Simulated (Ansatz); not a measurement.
# H5NO3Si: basis-set convergence

An exercise on one series of results from a longer session: the logs are not shown, and one member is left open.

Program: Ansatz 0.2.0, Gaussian basis. Level of theory: one geometry, several basis sets. These are calculated values, not measurements.

Levels to be run: PBE0-D4/def2-SVP; ωB97M-V/def2-SVP; PBE0-D4/def2-QZVPP; ωB97M-V/def2-QZVPP; the functionals' def2-TZVPP values are taken from earlier runs.

## Structure used throughout

All runs share one geometry, relaxed beforehand with PBE0-D4 in a triple-zeta def2 set.

SMILES `N[Si](O)(O)O`, 10 atoms, charge 0, spin multiplicity 1.

Atoms are counted from 1 here; the program's logs count them from 0.

Bond lengths: N1–Si2 1.697 Å, N1–H6 1.006 Å, N1–H7 1.006 Å, Si2–O3 1.640 Å, Si2–O4 1.634 Å, Si2–O5 1.642 Å, O3–H8 0.958 Å, O4–H9 0.958 Å, O5–H10 0.958 Å. Angles: Si2–N1–H6 119.6°, Si2–N1–H7 121.3°, H6–N1–H7 111.9°, N1–Si2–O3 118.5°, N1–Si2–O4 103.5°, N1–Si2–O5 108.9°, O3–Si2–O4 107.2°, O3–Si2–O5 103.3°, O4–Si2–O5 116.0°, Si2–O3–H8 115.6°, Si2–O4–H9 115.3°, Si2–O5–H10 115.8°.

The first run:

in.yaml reads:

```yaml
crystal:
  periodic: [false, false, false]
  atoms:
    - {symbol: N, position_ang: [1.056241, -1.087026, 0.091188]}
    - {symbol: Si, position_ang: [-0.160132, 0.094495, 0.023328]}
    - {symbol: O, position_ang: [-0.099921, 1.343267, 1.085388]}
    - {symbol: O, position_ang: [-1.526140, -0.744125, 0.341410]}
    - {symbol: O, position_ang: [-0.097441, 0.839222, -1.438325]}
    - {symbol: H, position_ang: [0.975717, -1.846491, 0.746417]}
    - {symbol: H, position_ang: [2.016609, -0.859756, -0.102561]}
    - {symbol: H, position_ang: [0.175745, 2.184976, 0.720394]}
    - {symbol: H, position_ang: [-2.237229, -0.235964, 0.733755]}
    - {symbol: H, position_ang: [-0.020551, 0.260303, -2.197993]}
basis:
  gaussian: {orbitals: def2-SVP}
hamiltonian: {xc: pbe0, dispersion: d4}
output: {orbitals: {seedname: orbitals}}
```

Run with:

```
ansatz run in.yaml --threads 4 --pin off --events-out ev --progress --plain --max-ram 10444MiB
```

Steps of the session up to this table: PBE0-D4 in def2-SVP; ωB97M-V in def2-SVP; PBE0-D4 in def2-QZVPP; ωB97M-V in def2-QZVPP.

One of the session's tables, all rows but one given; the rest of the session is left out.

It belongs to the step «Functionals by basis». 

| functional | basis | HOMO (eV) | LUMO (eV) |
| --- | --- | --- | --- |
| PBE0-D4 | def2-SVP | -7.26 | 1.32 |
| PBE0-D4 | def2-TZVPP | -7.59 | 0.59 |
| PBE0-D4 | def2-QZVPP | -7.67 | 0.17 |
| ωB97M-V | def2-SVP | -9.68 | 2.94 |
| ωB97M-V | def2-TZVPP | -10.02 | 2.01 |
| ωB97M-V | def2-QZVPP | ? | ? |

**Question.** Estimate the row for ωB97M-V, def2-QZVPP.

The run gave: HOMO (eV): -10.09; LUMO (eV): 1.39. In the column «HOMO (eV)» it is the lowest.
